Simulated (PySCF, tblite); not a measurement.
# C4H9FS2Si2: geometry, infrared bands and NMR shifts

Wanted: the infrared bands and NMR shifts of C4H9FS2Si2 (`C/C(=C/F)[Si@H]1SC[SiH2]S1`), by calculation.

The runs use tblite 0.8.0 and PySCF 2.14.0, with density-fitted response routines of our own; the level of theory stands in each step. All values are computed, except where a source is named. Atoms are numbered from 0 throughout.

## Step 1: The molecule as given

18 atoms, charge 0, multiplicity 1; geometry from: force field or distance geometry start.

Bonds of the start (Å): C0–C1 1.47, C1–C2 1.34, C2–F3 1.36, C1–Si4 1.83, Si4–S5 2.16, S5–C6 1.84, C6–Si7 1.90, Si7–S8 2.16, S8–Si4 2.17, C0–H9 1.10, C0–H10 1.11, C0–H11 1.11, C2–H12 1.10, Si4–H13 1.46, C6–H14 1.08, C6–H15 1.09, Si7–H16 1.45, Si7–H17 1.46.

## Step 2: Geometry optimisation with GFN2-xTB

What the job is given:

```
{"job": {"kind": "relax", "xc": "GFN2-xTB", "basis": "xTB"}, "charge": 0, "multiplicity": 1}
C     -1.889200     1.618700    -0.181700
C     -1.641900     0.235800     0.242700
C     -2.521100    -0.724500    -0.081900
F     -2.304100    -2.011800     0.301000
Si    -0.188500    -0.293400     1.222900
S      0.790400    -1.843400     0.085500
C      1.949800    -0.900600    -0.983700
Si     2.961600    -0.026900     0.360900
S      1.400700     1.186000     1.229300
H     -1.556500     2.288500     0.624600
H     -2.986800     1.743300    -0.300600
H     -1.399500     1.860500    -1.143300
H     -3.424200    -0.459800    -0.653400
H     -0.511300    -0.708300     2.581200
H      2.558700    -1.541300    -1.602100
H      1.382300    -0.138100    -1.513100
H      4.056200     0.759100    -0.171300
H      3.314400    -1.037600     1.346500
```

On the command line:

```
> OMP_NUM_THREADS=1 python probes_run.py task.json out
```

The driver reads the jobs from task.json and runs them one after another.

**Question.** This job is followed by: GFN2-xTB harmonic vibrations, gas phase; GIAO PBE0/pcSseg-1 NMR shielding, non-relativistic, gas phase. What will the session give for the following? strongest single infrared mode (GFN2-xTB); zero-point energy (GFN2-xTB); 13C shifts against TMS (PBE0/pcSseg-1); 1H shifts against TMS (PBE0/pcSseg-1, means over atoms taken as alike); 19F shifts against CFCl3 (PBE0/pcSseg-1); 29Si shifts against TMS (PBE0/pcSseg-1); 33S shifts against CS2 (PBE0/pcSseg-1); surface potential, 1st and 99th percentile.

The runs gave:

| quantity | value |
| --- | --- |
| strongest single infrared mode (GFN2-xTB) | 747 cm⁻¹, 264 km/mol |
| zero-point energy (GFN2-xTB) | 74.0 kcal/mol |
| 13C shifts against TMS (PBE0/pcSseg-1) | 165.7, 118.2, 20.7, 13.7 ppm |
| 1H shifts against TMS (PBE0/pcSseg-1, means over atoms taken as alike) | 7.15, 6.36, 5.20, 4.81, 2.45, 2.21, 1.79 ppm |
| 19F shifts against CFCl3 (PBE0/pcSseg-1) | -100.8 ppm |
| 29Si shifts against TMS (PBE0/pcSseg-1) | 20.3, -10.8 ppm |
| 33S shifts against CS2 (PBE0/pcSseg-1) | -153, -273 ppm |
| surface potential, 1st and 99th percentile | -0.87 V and 1.32 V |

In words: Relaxing lowered the energy by 0.614 eV in 146 steps; the close pair that moved most is C1–Si4, from 1.831 to 1.882 Å. All 48 modes are real, so the xTB geometry is a minimum. The strongest single mode, at 747 cm⁻¹, moves mainly H16 and H17. Unscaled tight-binding wavenumbers are off by several per cent, some by more. Its intensities can rank the bands wrongly. The most deshielded hydrogen is H12 (hydrogen on an alkene CH), at 7.15 ppm: attached to an sp2 carbon and in the plane of the double bond. At PBE0/pcSseg-1: Shielding is most anisotropic at S5 (span 290 ppm, paramagnetic term -403 ppm). At PBE0/pcSseg-1, counted by nearest atom on the grid, the HOMO lies on S5 73 %, the LUMO on C2 24 %; C1 17 %.
